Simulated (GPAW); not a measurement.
The system is Cu.

```
CELL_PARAMETERS angstrom
0.00000 1.80745 1.80745
1.80745 0.00000 1.80745
1.80745 1.80745 0.00000
ATOMIC_POSITIONS crystal
Cu 0.00000 0.00000 0.00000
```

Base run:

```yaml
Program: GPAW 26.7.0
Functional: PBE
Potentials_or_basis: GPAW PAW data sets (gpaw-data 1.2.1)
Cutoff: 600 eV
Basis: pw
k_mesh: 16 × 16 × 16
Occupations: fermi-dirac, width 0.05 eV
Spin: no spin polarisation
```

Its results: pressure 3.3 GPa.

Problem. The run is repeated on the same cell with these changes: functional from PBE to r2SCAN; band points from 80 to 60. What comes out?

Solution. Pressure -3.1 GPa.

Caveats: with this Cu data set, volumes or pressures lay over 1.5 % or 2 GPa off other programs in two to four cells of ten; the PAW data sets were made with another functional, which shifts forces and pressure a little (some runs).
